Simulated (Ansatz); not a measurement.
# ClH2InS (SMILES [SH][InH][Cl]): functionals against CCSD(T) at one geometry

The task here is to estimate one member of a computed series from the others.

Computed with Ansatz 0.2.0, Gaussian basis. Level: single points in def2-TZVPP.

Correlated methods freeze the cores. Filled d shells of the heavier atoms are correlated. Core potentials replace the inner electrons past krypton, and spin-orbit coupling is left out.

## The system as given

5 atoms, charge 0, spin multiplicity 1.

Atoms are counted from 1 here; the program's logs count them from 0.

Bond lengths: S1–In2 2.413 Å, S1–H4 1.337 Å, In2–Cl3 2.308 Å, In2–H5 1.660 Å. Angles: In2–S1–H4 90.6°, S1–In2–Cl3 111.7°, S1–In2–H5 128.6°, Cl3–In2–H5 119.7°.

As a file:

```tsv
atom	x (Å)	y (Å)	z (Å)
S1	-1.1358	-1.1592	0.9983
In2	0.5976	-0.1155	-0.3168
Cl3	0.1916	2.1336	-0.6354
H4	-1.7930	0.0026	1.0813
H5	1.9411	-0.8118	-0.9981
```

Set-up of the first run:

File run/in.yaml:

```yaml
crystal:
  periodic: [false, false, false]
  atoms:
    - {symbol: S, position_ang: [-1.135800, -1.159200, 0.998300]}
    - {symbol: In, position_ang: [0.597600, -0.115500, -0.316800]}
    - {symbol: Cl, position_ang: [0.191600, 2.133600, -0.635400]}
    - {symbol: H, position_ang: [-1.793000, 0.002600, 1.081300]}
    - {symbol: H, position_ang: [1.941100, -0.811800, -0.998100]}
basis:
  gaussian: {orbitals: def2-TZVPP}
correlation: {method: ccsd_t}
output: {forces: true}
```

The command line of these runs was not kept.

Among the steps run: CCSD(T)/def2-TZVPP; PBE0-D4/def2-TZVPP; wB97M-V/def2-TZVPP; r2SCAN-D4/def2-TZVPP; PBE-D4/def2-TZVPP; r2SCAN0-D4/def2-TZVPP; LC-wPBE/def2-TZVPP.

One table of the session follows, with a row left open; its other results are not shown here.

```
    method  RMS force component (eV/Å)  angle to CCSD(T) forces (°)  dipole (D)
   CCSD(T)                       0.319                    reference        1.63
   PBE0-D4                       0.334                          3.8        1.62
   wB97M-V                       0.327                          5.7        1.66
 r2SCAN-D4                       0.314                          7.4        1.59
    PBE-D4                           ?                            ?           ?
r2SCAN0-D4                       0.324                         11.1        1.67
   LC-wPBE                       0.381                         24.0        1.70
```

Estimate the missing values for PBE-D4.

As computed: RMS force component (eV/Å): 0.367; angle to CCSD(T) forces (°): 26.4; dipole (D): 1.49. In the column «RMS force component (eV/Å)» it lies between PBE0-D4 (0.334) and LC-wPBE (0.381).
